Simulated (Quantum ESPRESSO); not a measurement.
# WS (Pm-3m) in Quantum ESPRESSO: further runs

One crystal, WS, is run at these levels: AM05, PW91, vdW-DF-cx; tasks: phonons.

Program: Quantum ESPRESSO 7.5. These are calculated values, not measurements. Logs are shortened: lines on timing, memory, paths and dates and some standing lists are left out, and cuts for length are marked.

### 1 Starting point

Symmetry: Pm-3m, No. 221, cubic system. The conventional cell has a = 3.445 Å, b = 3.445 Å, c = 3.445 Å, α = 90.00°, β = 90.00°, γ = 90.00°. Around W (site symmetry m-3m) lie 8 S at 2.98 Å. Around S (site symmetry m-3m) lie 8 W at 2.98 Å.

The cell was built by a generator and needn't be a form met in nature.

### 2 Phonons, AM05

File pw.in:

```
&CONTROL
  calculation = 'scf'
  prefix = 'pwscf'
  outdir = './tmp'
  pseudo_dir = './pseudo'
  tprnfor = .true.
  tstress = .true.
  disk_io = 'low'
/
&SYSTEM
  ibrav = 0
  A = 3.44484848
  nat = 2
  ntyp = 2
  ecutwfc = 56
  ecutrho = 448
  nbnd = 16
  input_dft = 'XC-000I-000I-120L-135L-000I-000I'
  occupations = 'smearing'
  smearing = 'fd'
  degauss = 0.00367493
/
&ELECTRONS
  conv_thr = 4d-10
  electron_maxstep = 120
  mixing_beta = 0.5
/
ATOMIC_SPECIES
W    183.8400 w_pbe_v1.2.uspp.F.UPF
S     32.0600 s_pbe_v1.4.uspp.F.UPF
CELL_PARAMETERS alat
   1.0000000000    0.0000000000    0.0000000000
   0.0000000000    1.0000000000    0.0000000000
   0.0000000000    0.0000000000    1.0000000000
ATOMIC_POSITIONS alat
W      0.5000000000    0.5000000000    0.5000000000
S      0.0000000000    0.0000000000    0.0000000000
K_POINTS automatic
6 6 6 1 1 1
```

File relax.in:

```
&CONTROL
  calculation = 'vc-relax'
  prefix = 'pwscf'
  outdir = './tmp'
  pseudo_dir = './pseudo'
  tprnfor = .true.
  tstress = .true.
  disk_io = 'low'
  nstep = 40
  forc_conv_thr = 0.0001
  etot_conv_thr = 1d-06
/
&SYSTEM
  ibrav = 0
  A = 3.44484848
  nat = 2
  ntyp = 2
  ecutwfc = 56
  ecutrho = 448
  nbnd = 16
  input_dft = 'XC-000I-000I-120L-135L-000I-000I'
  occupations = 'smearing'
  smearing = 'fd'
  degauss = 0.00367493
/
&ELECTRONS
  conv_thr = 4d-10
  electron_maxstep = 120
  mixing_beta = 0.5
/
&IONS
  ion_dynamics = 'bfgs'
/
&CELL
  cell_dynamics = 'bfgs'
  press = 0
  press_conv_thr = 0.2
/
ATOMIC_SPECIES
W    183.8400 w_pbe_v1.2.uspp.F.UPF
S     32.0600 s_pbe_v1.4.uspp.F.UPF
CELL_PARAMETERS alat
   1.0000000000    0.0000000000    0.0000000000
   0.0000000000    1.0000000000    0.0000000000
   0.0000000000    0.0000000000    1.0000000000
ATOMIC_POSITIONS alat
W      0.5000000000    0.5000000000    0.5000000000
S      0.0000000000    0.0000000000    0.0000000000
K_POINTS automatic
6 6 6 1 1 1
```

File scf2.in:

```
&CONTROL
  calculation = 'scf'
  prefix = 'pwscf'
  outdir = './tmp'
  pseudo_dir = './pseudo'
  tprnfor = .true.
  tstress = .true.
  disk_io = 'low'
/
&SYSTEM
  ibrav = 0
  A = 2.97109509
  nat = 2
  ntyp = 2
  ecutwfc = 56
  ecutrho = 448
  nbnd = 16
  input_dft = 'XC-000I-000I-120L-135L-000I-000I'
  occupations = 'smearing'
  smearing = 'fd'
  degauss = 0.00367493
/
&ELECTRONS
  conv_thr = 1d-13
  electron_maxstep = 120
  mixing_beta = 0.5
  startingpot = 'file'
  startingwfc = 'file'
/
ATOMIC_SPECIES
W    183.8400 w_pbe_v1.2.uspp.F.UPF
S     32.0600 s_pbe_v1.4.uspp.F.UPF
CELL_PARAMETERS alat
   1.0000000015    0.0000000000    0.0000000000
   0.0000000000    1.0000000015    0.0000000000
   0.0000000000    0.0000000000    1.0000000015
ATOMIC_POSITIONS alat
W      0.5000000008    0.5000000008    0.5000000008
S      0.0000000000    0.0000000000    0.0000000000
K_POINTS automatic
6 6 6 1 1 1
```

File ph.in:

```
phonons of WS
&INPUTPH
  prefix = 'pwscf'
  outdir = './tmp'
  tr2_ph = 1d-18
  fildyn = 'dyn'
  niter_ph = 90
  alpha_mix(1) = 0.4
/
0.0000000000 0.0000000000 0.0000000000
```

File dynmat.in:

```
&INPUT
  fildyn = 'dyn'
  asr = 'crystal'
  filout = 'dynmat.disp'
  fileig = 'dynmat.eig'
/
```

Potentials or basis: GBRV 1.5 PBE.

Launch:

```sh
OMP_NUM_THREADS=1 pw.x -in pw.in > pw.out
OMP_NUM_THREADS=1 pw.x -in relax.in > relax.out
OMP_NUM_THREADS=1 pw.x -in scf2.in > scf2.out
OMP_NUM_THREADS=1 ph.x -in ph.in > ph.out
OMP_NUM_THREADS=1 dynmat.x -in dynmat.in > dynmat.out
```

pw.out:

```text
This program is part of the open-source Quantum ESPRESSO suite
     for quantum simulation of materials; please cite
         "P. Giannozzi et al., J. Phys.:Condens. Matter 21 395502 (2009);
         "P. Giannozzi et al., J. Phys.:Condens. Matter 29 465901 (2017);
         "P. Giannozzi et al., J. Chem. Phys. 152 154105 (2020);
     in publications or presentations arising from this work. More details at

     IMPORTANT: XC functional enforced from input :
     Exchange-correlation= XC-000I-000I-120L-135L-000I-000I
                           (   0   0 120 135   0   0   0)
     Any further DFT definition will be discarded
     Please, verify this is what you really want

     Message from routine setup:
     using ibrav=0 with symmetry is DISCOURAGED, use correct ibrav instead

     G-vector sticks info
     --------------------
     sticks:   dense  smooth     PW     G-vecs:    dense   smooth      PW
     Sum        1489     749    221                43867    15515    2517

     Using Slab Decomposition

     bravais-lattice index     =            0
     lattice parameter (alat)  =       6.5098  a.u.
     unit-cell volume          =     275.8716 (a.u.)^3
     number of atoms/cell      =            2
     number of atomic types    =            2
     number of electrons       =        20.00
     number of Kohn-Sham states=           16
     kinetic-energy cutoff     =      56.0000  Ry
     charge density cutoff     =     448.0000  Ry
     scf convergence threshold =      4.0E-10
     mixing beta               =       0.5000
     number of iterations used =            8  plain     mixing
     Exchange-correlation= XC-000I-000I-120L-135L-000I-000I
                           (   0   0 120 135   0   0   0)

     celldm(1)=   6.509820  celldm(2)=   0.000000  celldm(3)=   0.000000
     celldm(4)=   0.000000  celldm(5)=   0.000000  celldm(6)=   0.000000

     crystal axes: (cart. coord. in units of alat)
               a(1) = (   1.000000   0.000000   0.000000 )
               a(2) = (   0.000000   1.000000   0.000000 )
               a(3) = (   0.000000   0.000000   1.000000 )

     reciprocal axes: (cart. coord. in units 2 pi/alat)
               b(1) = (  1.000000  0.000000  0.000000 )
               b(2) = (  0.000000  1.000000  0.000000 )
               b(3) = (  0.000000  0.000000  1.000000 )

     PseudoPot. # 1 for W  read from file:
     w_pbe_v1.2.uspp.F.UPF
     Pseudo is Ultrasoft + core correction, Zval = 14.0
     Generated by new atomic code, or converted to UPF format
     Using radial grid of  923 points,  8 beta functions with:
                l(1) =   0
                l(2) =   0
                l(3) =   0
                l(4) =   1
                l(5) =   1
                l(6) =   2
                l(7) =   2
                l(8) =   3
     Q(r) pseudized with  6 coefficients,  rinner =    1.350   1.350   1.350
                                                       1.350   1.350   1.350
                                                       1.350

     PseudoPot. # 2 for S  read from file:
     s_pbe_v1.4.uspp.F.UPF
     Pseudo is Ultrasoft + core correction, Zval =  6.0
     Generated by new atomic code, or converted to UPF format
     Using radial grid of  907 points,  6 beta functions with:
                l(1) =   0
                l(2) =   0
                l(3) =   1
                l(4) =   1
                l(5) =   2
                l(6) =   2
     Q(r) pseudized with  8 coefficients,  rinner =    1.300   1.300   1.300
                                                       1.300   1.300

     atomic species   valence    mass     pseudopotential
     W                14.00   183.84000     W ( 1.00)
     S                 6.00    32.06000     S ( 1.00)

     48 Sym. Ops., with inversion, found

   Cartesian axes

     site n.     atom                  positions (alat units)
         1        W      tau(   1) = (   0.5000000   0.5000000   0.5000000  )
         2        S      tau(   2) = (   0.0000000   0.0000000   0.0000000  )

     number of k points=    10  Fermi-Dirac smearing, width (Ry)=  0.0037
                       cart. coord. in units 2pi/alat
        k(    1) = (   0.0833333   0.0833333   0.0833333), wk =   0.0740741
        k(    2) = (   0.0833333   0.0833333   0.2500000), wk =   0.2222222
        k(    3) = (   0.0833333   0.0833333   0.4166667), wk =   0.2222222
        k(    4) = (   0.0833333   0.2500000   0.2500000), wk =   0.2222222
        k(    5) = (   0.0833333   0.2500000   0.4166667), wk =   0.4444444
        k(    6) = (   0.0833333   0.4166667   0.4166667), wk =   0.2222222
        k(    7) = (   0.2500000   0.2500000   0.2500000), wk =   0.0740741
        k(    8) = (   0.2500000   0.2500000   0.4166667), wk =   0.2222222
        k(    9) = (   0.2500000   0.4166667   0.4166667), wk =   0.2222222
        k(   10) = (   0.4166667   0.4166667   0.4166667), wk =   0.0740741

     Dense  grid:    43867 G-vectors     FFT dimensions: (  45,  45,  45)

     Smooth grid:    15515 G-vectors     FFT dimensions: (  32,  32,  32)

     WARNING: libxc functional with ID  120 depends
      on external parameters: check the user_guide of
      QE if you need to modify them or to check their
      default values.

     WARNING: libxc functional with ID  135 depends
      on external parameters: check the user_guide of
      QE if you need to modify them or to check their
      default values.

     Initial potential from superposition of free atoms

     starting charge      19.8996, renormalised to      20.0000

     negative rho (up, down):  6.323E-02 0.000E+00
     Starting wfcs are   17 randomized atomic wfcs

     Self-consistent Calculation

     iteration #  1     ecut=    56.00 Ry     beta= 0.50
     Davidson diagonalization with overlap
     ethr =  1.00E-02,  avg # of iterations =  3.8

     Threshold (ethr) on eigenvalues was too large:
     Diagonalizing with lowered threshold

     Davidson diagonalization with overlap
     ethr =  3.45E-04,  avg # of iterations =  2.6

     negative rho (up, down):  6.496E-02 0.000E+00

     total energy              =    -182.38701180 Ry
     estimated scf accuracy    <       0.07565723 Ry

     iteration #  2     ecut=    56.00 Ry     beta= 0.50
     Davidson diagonalization with overlap
     ethr =  3.78E-04,  avg # of iterations =  2.5

     negative rho (up, down):  6.614E-02 0.000E+00

     total energy              =    -182.39741333 Ry
     estimated scf accuracy    <       0.07008192 Ry

     iteration #  3     ecut=    56.00 Ry     beta= 0.50
     Davidson diagonalization with overlap
     ethr =  3.50E-04,  avg # of iterations =  1.1

     negative rho (up, down):  6.745E-02 0.000E+00

     total energy              =    -182.41136075 Ry
     estimated scf accuracy    <       0.00267727 Ry

     iteration #  4     ecut=    56.00 Ry     beta= 0.50
     Davidson diagonalization with overlap
     ethr =  1.34E-05,  avg # of iterations =  4.3

     negative rho (up, down):  6.811E-02 0.000E+00

     total energy              =    -182.41176850 Ry
     estimated scf accuracy    <       0.00010588 Ry

     iteration #  5     ecut=    56.00 Ry     beta= 0.50
     Davidson diagonalization with overlap
     ethr =  5.29E-07,  avg # of iterations =  3.6

     negative rho (up, down):  6.797E-02 0.000E+00

     total energy              =    -182.41179102 Ry
     estimated scf accuracy    <       0.00000422 Ry

     iteration #  6     ecut=    56.00 Ry     beta= 0.50
     Davidson diagonalization with overlap
     ethr =  2.11E-08,  avg # of iterations =  3.4

     negative rho (up, down):  6.780E-02 0.000E+00

     total energy              =    -182.41179266 Ry
     estimated scf accuracy    <       0.00000016 Ry

     iteration #  7     ecut=    56.00 Ry     beta= 0.50
     Davidson diagonalization with overlap
     ethr =  8.03E-10,  avg # of iterations =  3.3

     negative rho (up, down):  6.781E-02 0.000E+00

     total energy              =    -182.41179272 Ry
     estimated scf accuracy    <          7.7E-09 Ry

     iteration #  8     ecut=    56.00 Ry     beta= 0.50
     Davidson diagonalization with overlap
     ethr =  3.85E-11,  avg # of iterations =  3.2

     negative rho (up, down):  6.781E-02 0.000E+00

     total energy              =    -182.41179272 Ry
     estimated scf accuracy    <          1.1E-09 Ry

     iteration #  9     ecut=    56.00 Ry     beta= 0.50
     Davidson diagonalization with overlap
     ethr =  5.48E-12,  avg # of iterations =  2.5

     negative rho (up, down):  6.781E-02 0.000E+00

     End of self-consistent calculation

          k = 0.0833 0.0833 0.0833 (  1947 PWs)   bands (ev):

   -62.7294 -26.8592 -26.8587 -26.8587  -2.3655   8.4088   8.7838   8.7838
    10.3832  10.3832  11.9730  12.6742  12.6742  13.4509  20.2972  20.2972

          k = 0.0833 0.0833 0.2500 (  1953 PWs)   bands (ev):

   -62.7284 -26.8943 -26.8560 -26.8557  -1.9970   6.4869   8.7197   8.8440
    10.1945  11.4619  12.2282  12.9802  13.4066  14.6385  19.2304  19.8741

          k = 0.0833 0.0833 0.4167 (  1955 PWs)   bands (ev):

   -62.7274 -26.9294 -26.8530 -26.8528  -1.5516   5.0805   8.5690   8.8701
    10.2335  12.5163  12.8813  13.3311  14.1763  15.5199  17.3726  18.2990

          k = 0.0833 0.2500 0.2500 (  1940 PWs)   bands (ev):

   -62.7274 -26.8915 -26.8902 -26.8529  -1.7055   6.5429   7.5592   8.9245
    10.5556  11.7140  12.1407  12.5667  13.6182  15.2172  19.0935  20.1722

          k = 0.0833 0.2500 0.4167 (  1958 PWs)   bands (ev):

   -62.7265 -26.9255 -26.8874 -26.8500  -1.3689   5.7217   7.6498   9.1494
    10.4089  11.7856  12.1793  13.1991  13.5645  15.1093  18.0976  20.0287

          k = 0.0833 0.4167 0.4167 (  1959 PWs)   bands (ev):

   -62.7255 -26.9218 -26.9215 -26.8471  -1.1680   6.5417   6.9077   9.5157
     9.8351  11.6284  11.6340  12.7169  13.5997  14.6975  19.1342  19.7655

          k = 0.2500 0.2500 0.2500 (  1926 PWs)   bands (ev):

   -62.7265 -26.8887 -26.8869 -26.8869  -1.4449   7.1083   7.4330   7.4330
    11.2477  11.2477  12.1373  13.5523  13.5523  14.5379  19.8153  19.8153

          k = 0.2500 0.2500 0.4167 (  1951 PWs)   bands (ev):

   -62.7255 -26.9218 -26.8847 -26.8836  -1.1465   6.1659   7.2916   8.1575
    11.1228  11.2547  11.7561  13.5607  14.3876  15.1040  18.0543  18.2931

          k = 0.2500 0.4167 0.4167 (  1950 PWs)   bands (ev):

   -62.7245 -26.9182 -26.9179 -26.8809  -0.8951   6.5356   6.6320   7.8069
    10.7013  11.9648  12.1797  13.7990  14.0822  15.0523  17.4008  17.9113

          k = 0.4167 0.4167 0.4167 (  1932 PWs)   bands (ev):

   -62.7235 -26.9147 -26.9144 -26.9144  -0.5755   6.3838   6.3838   6.6396
    12.3438  12.7880  12.7880  14.4026  14.4026  15.2345  16.0008  16.0008

     the Fermi energy is    11.9655 ev

!    total energy              =    -182.41179272 Ry
     estimated scf accuracy    <          7.5E-12 Ry
     smearing contrib. (-TS)   =      -0.00141670 Ry
     internal energy E=F+TS    =    -182.41037602 Ry

     The total energy is F=E-TS. E is the sum of the following terms:
     one-electron contribution =     -37.82659246 Ry
     hartree contribution      =      25.74646009 Ry
     xc contribution           =     -48.51762245 Ry
     ewald contribution        =    -121.81262120 Ry

     convergence has been achieved in   9 iterations

     negative rho (up, down):  6.781E-02 0.000E+00

     Forces acting on atoms (cartesian axes, Ry/au):

     atom    1 type  1   force =     0.00000000    0.00000000    0.00000000
     atom    2 type  2   force =     0.00000000    0.00000000    0.00000000

     Total force =     0.000000     Total SCF correction =     0.000000

     Computing stress (Cartesian axis) and pressure

     negative rho (up, down):  6.781E-02 0.000E+00
          total   stress  (Ry/bohr**3)                   (kbar)     P=     -403.69
  -0.00274422   0.00000000   0.00000000         -403.69        0.00        0.00
   0.00000000  -0.00274422   0.00000000            0.00     -403.69        0.00
   0.00000000   0.00000000  -0.00274422            0.00        0.00     -403.69

=------------------------------------------------------------------------------=
   JOB DONE.
=------------------------------------------------------------------------------=
```

Wall time 2.4 min (1 thread of AMD EPYC 9R45 (Zen 5), shared host); peak memory 0.35 GiB.

Results:

| Quantity | Value |
| --- | --- |
| Free energy | -2484.7450 eV |
| Relaxed volume | 13.11 Å³/atom |
| Relaxed cell | a = 2.971 Å, b = 2.971 Å, c = 2.971 Å, α = 90.00°, β = 90.00°, γ = 90.00° |
| Space group after relaxing (to 0.05 Å) | Pm-3m (No. 221) |
| Pressure after relaxing | 0.1 GPa |
| Band gap on the k mesh | none (metal or under the smearing width) |
| Highest phonon frequency at Γ | 222 cm⁻¹ |

Step by step:
```tsv
step	energy change (eV)	largest force (eV/Å)	pressure (GPa)	volume (Å³)
1	0.0000	0.0000	-40.37	40.88
2	-1.9535	0.0000	-36.05	33.03
3	-2.5513	0.0000	43.53	23.25
4	-2.8461	0.0000	-13.38	27.74
5	-2.9098	0.0000	-3.10	26.54
6	-2.9128	0.0000	0.36	26.19
7	-2.9128	0.0000	-0.01	26.23
8	-2.9128	0.0000	0.00	26.23
```

Final structure:
```
W S
1.0
     2.97110    0.00000    0.00000
     0.00000    2.97110    0.00000
     0.00000    0.00000    2.97110
W S
1 1
Direct
  0.50000 0.50000 0.50000
  0.00000 0.00000 0.00000
```

Phonon frequencies in cm⁻¹ (negative: imaginary):
```tsv
q point	frequencies
(0.000, 0.000, 0.000)	-8 -8 -8 222 222 222
```

Optical modes at Γ, degenerate ones joined:
| cm⁻¹ | components | symmetry | active in |
| --- | --- | --- | --- |
| 223 | 3 | T1u | IR |

Caveat: the k mesh is coarse; the mesh is thin for the phonons of a metal; the potentials were made for another functional, which shifts forces and pressure; the volume moved by over 15 % at a fixed basis, so the end points are rough. The run has no spin-orbit coupling, so splittings on W are missing.

(Continued in part 2 of 2.)
